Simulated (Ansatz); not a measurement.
**SnH2Cl2 (SMILES [Cl][SnH2][Cl]): levels of theory compared**

Wanted: a comparison of 4 runs (HF/3-21G, wB97M-V/def2-SVPD, RPA@PBE0/def2-SVPD, BCCD(T)/def2-SVPD) of SnH2Cl2. 

Program for the calculation: Ansatz 0.2.0.

54 further runs of the same task are left out: 54 set aside as unsound or not needed.

### 1 Starting point

The species is SnH2Cl2 (5 atoms), meant as a singlet with charge 0. SMILES: `[Cl][SnH2][Cl]`. The Sn2–Cl3 distance was set to 3.011 Å, away from the relaxed value.

Bond lengths: Cl1–Sn2 2.316 Å, Sn2–H4 1.695 Å, Sn2–H5 1.695 Å. Angles: Cl1–Sn2–H4 107.8°, Cl1–Sn2–H5 107.8°, H4–Sn2–H5 118.6°.

### 2 A single-point energy at HF/3-21G (run 1)

input.yaml

```yaml
crystal:
  periodic: [false, false, false]
  atoms:
    - symbol: Cl
      position_ang: [-1.662464, -0.745706, 1.744232]
    - symbol: Sn
      position_ang: [0.325236, -0.522406, 0.576332]
    - symbol: Cl
      position_ang: [-0.250400, 1.295500, -1.753900]
    - symbol: H
      position_ang: [0.735036, -2.045806, -0.044368]
    - symbol: H
      position_ang: [1.433836, 0.266794, 1.587132]
basis:
  gaussian: {orbitals: 3-21G-spherical.json}
output: {orbitals: {seedname: orbitals}}
accuracy: high
hamiltonian: {xc: hf}
```

The basis set 3-21G is read from a file made from the Basis Set Exchange's data (not shown).

Run with:

```bash
$ ansatz run input.yaml --threads 1 --pin off --max-ram 3480MiB --events-out events.jsonl --progress --plain --runs-dir runs
```

Log:

```text
Warning: RAYON_NUM_THREADS=1 ignored (pool sized by the plan → 1); use --threads N
Functional definition: HF
  name "HF"
  exchange = exact_x
  correlation = 0
1255 factors; integrals over basis functions are off by at most 5.9e-9 eV
mean field evaluation 1: about -188085.1864 eV, gradient 2.0e1 eV
mean field evaluation 2: about -188085.2198 eV, gradient 2.0e1 eV
mean field evaluation 4: about -188087.0976 eV, gradient 1.3e0 eV
mean field evaluation 8: about -188087.1141 eV, gradient 2.2e-4 eV
mean field -188087.11407450 eV, -6912.0739522131 hartree, gradient 4.1e-8 eV, S^2 0.000000; 0 other end points of the search recorded, 0 dependent functions left out
reference -188087.11407450 eV, -6912.0739522131 hartree; 43, 43 occupied and 18, 18 virtual orbitals, 1255 factors
Total energy: -188087.11407450 eV, -6912.0739522131 hartree
```

Run time: 1.3 s. Hardware: 1 thread of Arm Neoverse V2, shared host; peak memory 0.17 GiB.

### 3 The energy at wB97M-V/def2-SVPD (core potential) (run 2)

in.yaml

```yaml
crystal:
  periodic: [false, false, false]
  atoms:
    - symbol: Cl
      position_ang: [-1.662464, -0.745706, 1.744232]
    - symbol: Sn
      position_ang: [0.325236, -0.522406, 0.576332]
    - symbol: Cl
      position_ang: [-0.250400, 1.295500, -1.753900]
    - symbol: H
      position_ang: [0.735036, -2.045806, -0.044368]
    - symbol: H
      position_ang: [1.433836, 0.266794, 1.587132]
basis:
  gaussian:
    orbitals: def2-SVPD
hamiltonian:
  xc: {name: wB97M-V}
accuracy: high
output: {orbitals: {seedname: orbitals}}
```

Run with:

```bash
$ ansatz run in.yaml --threads 1 --pin off --max-ram 3480MiB --events-out events.jsonl --progress --plain --runs-dir runs
```

Log, shortened:

```text
Warning: RAYON_NUM_THREADS=1 ignored (pool sized by the plan → 1); use --threads N
Functional definition: wB97M-V
  name "wB97M-V"
[...]
  gx(w, u) = 1 - cx + cx01*u + cx10*w
  gss(w, u) = css00 + css04*u^4 + css10*w + css20*w^2 + css43*w^4*u^3
  gos(w, u) = cos00 + cos10*w + (cos20 + cos21*u)*w^2 + (cos60 + cos61*u)*w^6
[...]
      + integral(e_c_pw_mod_opposite_spin*gos(b97_w_opposite, b97_u_opposite)) + vv10(b, c)
2095 factors; integrals over basis functions are off by at most 3.1e-9 eV
548 factors; integrals over basis functions are off by at most 1.6e-9 eV
[...]
mean field -30899.78779867 eV, -1135.5462569726 hartree, gradient 4.5e-8 eV, S^2 0.000000; 0 other end points of the search recorded, 0 dependent functions left out
reference -30899.78780386 eV, -1135.5462571633 hartree; 29, 29 occupied and 73, 73 virtual orbitals, 2095 factors
Total energy: -30899.78780386 eV, -1135.5462571633 hartree
```

Wall time 91 s (1 thread of Arm Neoverse V2, shared host); peak memory 0.69 GiB.

Run 3 isn't shown in full; the table further down has it.

### 4 A single-point energy at BCCD(T)/def2-SVPD (core potential) (run 4)

input.yaml: that of step 2 with these lines changed.

```diff
@@ -14,5 +14,5 @@
 basis:
-  gaussian: {orbitals: 3-21G-spherical.json}
-output: {orbitals: {seedname: orbitals}}
+  gaussian: {orbitals: def2-SVPD}
+correlation: {method: bccd_t, frozen_orbitals: {Cl: 5, H: 0, Sn: 4}}
 accuracy: high
-hamiltonian: {xc: hf}
+scf: {omitted_lower_state_checks: [cluster_reference, increment]}
```

Run with:

```bash
$ ansatz run input.yaml --threads 1 --pin off --max-ram 3480MiB --events-out events.jsonl --progress --plain --runs-dir runs
```

Log:

```text
Warning: RAYON_NUM_THREADS=1 ignored (pool sized by the plan → 1); use --threads N
[... 12 lines left out ...]
14 core orbitals not correlated: weight in the atoms' cores, before any rotation towards them, 1.000 or more for the frozen orbitals, at most 0.000 for the correlated occupied ones
[... 26 lines left out ...]
Total energy: -30850.19878369 eV, -1133.7238942849 hartree
Checks for a lower state left out: cluster_reference, increment
```

It took 39 s on 1 thread of Arm Neoverse V2, shared host; peak memory 0.94 GiB.

### 5 The series

```
run                                level  core potential  frozen core orbitals   energy (Eh)  wall time
  1                             HF/3-21G            none                     –  -6912.073952      1.3 s
  2   wB97M-V/def2-SVPD (core potential)       def2-SVPD                     –  -1135.546257       91 s
  3  RPA@PBE0/def2-SVPD (core potential)       def2-SVPD                    14  -1133.859516       17 s
  4   BCCD(T)/def2-SVPD (core potential)       def2-SVPD                    14  -1133.723894       39 s
```

### 6 Outcome

```
                                           quantity           value
                                run 4: total energy  -1133.72389 Eh
run 4: correlation energy (14 core orbitals frozen)      -465.2 mEh
                              run 4: (T) correction      -14.92 mEh
```

Some runs of one species differ in core potentials or relativity; totals across that change don't compare. In run 1 relativity is left out where basis or elements ask for it. All runs together took 2.5 min, the longest 91 s.
